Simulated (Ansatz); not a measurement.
# KI: the cost of one run

Method: plane waves, PAW, in Ansatz 0.2.0.

## Step 1: The starting structure

The structure is cubic, space group Fm-3m (No. 225). Conventional cell: a = 7.089 Å, b = 7.089 Å, c = 7.089 Å, α = 90.00°, β = 90.00°, γ = 90.00°. K (site symmetry m-3m) is surrounded by 6 I at 3.54 Å. I (site symmetry m-3m) is surrounded by 6 K at 3.54 Å.

As a file:

```
K I
1.0
     0.00000    3.54428    3.54428
     3.54428    0.00000    3.54428
     3.54428    3.54428    0.00000
K I
1 1
Direct
  0.00000 0.00000 0.00000
  0.50000 0.50000 0.50000
```

The cell was relaxed beforehand with r2SCAN; those runs aren't shown. No run includes spin-orbit coupling, which matters for I.

## Step 2: PBE, anion s p, 4×4×4

input.yaml reads:

```yaml
crystal:
  lattice:
    - [0.0, 3.5442843396, 3.5442843396]
    - [3.5442843396, 0.0, 3.5442843396]
    - [3.5442843396, 3.5442843396, 0.0]
  atoms:
    - { symbol: K, position: [0.0, 0.0, 0.0] }
    - { symbol: I, position: [0.5, 0.5, 0.5] }
kpoints:
  mp_grid: { grid: [6, 6, 6] }
  band_path:
    path:
      - [[0.0, 0.0, 0.0], [0.5, -1.855442142846e-34, 0.5], [0.625, 0.25, 0.625]]
      - [[0.375, 0.375, 0.75], [0.0, 0.0, 0.0], [0.5, 0.5, 0.5], [0.5, 0.25, 0.75], [0.5, -1.855442142846e-34, 0.5]]
    npoints: 10
hamiltonian:
  xc: pbe
scf:
  occupations: { method: fixed }
  n_extra_bands: 6
output:
  forces: false
  stress: false
  eigenvalues: true
  wannier:
    kmesh: [4, 4, 4]
    projections: [{ species: I, l: s }, { species: I, l: p }]
    minimise: true
    write_hr: true
    conv_tol: 1.0e-08
    max_iter: 3000
  write_density: true
  write_potential: true
  elf: true
  volumetric_format: npy
```

Launch:

```sh
$ ansatz run input.yaml --threads 4 --pin off --max-ram 3686MiB --backend cpu --events-out ev --progress --plain --runs-dir out
```

What time and memory should one allow on 4 threads of Arm Neoverse V2, shared host?

About 1.4 s, with a peak of 0.33 GiB.
